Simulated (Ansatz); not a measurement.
# NaRuS3: the cost of one run

Method: DFT PBE, scalar-relativistic, plane waves, PAW, in Ansatz 0.2.0.

### Step 1. The structure to begin with

The structure is tetragonal, space group P4mm (No. 99). Conventional cell: a = 4.348 Å, b = 4.348 Å, c = 4.402 Å, α = 90.00°, β = 90.00°, γ = 90.00°. Around Na (site symmetry 4mm) lie 12 S at 3.05 to 3.14 Å. Ru (site symmetry 4mm) has 6 S at 2.03 to 2.38 Å in its first shell of neighbours. S (site symmetry 4mm) has 2 Ru at 2.03 to 2.38 Å in its first shell of neighbours. Around S (site symmetry 2mm) lie 2 Ru at 2.18 Å and 4 Na at 3.05 to 3.14 Å.

As a file:

```xyz
5
Lattice="4.3477 0.0000 0.0000 0.0000 4.3477 0.0000 0.0000 0.0000 4.4022" Properties=species:S:1:pos:R:3 pbc="T T T"
Na    0.0000    0.0000    0.0000
Ru    2.1739    2.1739    2.2671
S     2.1739    2.1739    4.2921
S     0.0000    2.1739    2.1351
S     2.1739    0.0000    2.1351
```

This is candidate A: tetragonal perovskite type (P4mm, No. 99).

(A quick probe on a coarse mesh, which set the mesh and smearing, is not shown.)

### Step 3. Coarse relaxation (candidate A)

File input.yaml:

```yaml
crystal:
  lattice:
    - [4.3477144454, 0.0, 0.0]
    - [0.0, 4.3477144454, 0.0]
    - [0.0, 0.0, 4.4021970826]
  atoms:
    - { symbol: Na, position: [0.0, 0.0, 0.0] }
    - { symbol: Ru, position: [0.5, 0.5, 0.515] }
    - { symbol: S, position: [0.5, 0.5, 0.975] }
    - { symbol: S, position: [0.0, 0.5, 0.485] }
    - { symbol: S, position: [0.5, 0.0, 0.485] }
basis:
  ecutwfc: 420
kpoints:
  mp_grid: { grid: [4, 4, 4] }
hamiltonian:
  xc: pbe
scf:
  occupations: { method: gaussian, width: 0.1 }
  lower_state_search: "off"
output:
  forces: true
  stress: true
  eigenvalues: true
relax:
  adjacent_minimum: "off"
  f_tol: 0.04
  max_steps: 70
  cell: { stress_tol: 0.4 }
```

On the command line:

```sh
> ansatz run input.yaml --threads 1 --pin off --max-ram 2560MiB --backend cpu --events-out ev --progress --plain --runs-dir out
```

What time and memory should one allow on 1 thread of Arm Neoverse V1, shared host?

About 73 s, with a peak of 0.35 GiB.
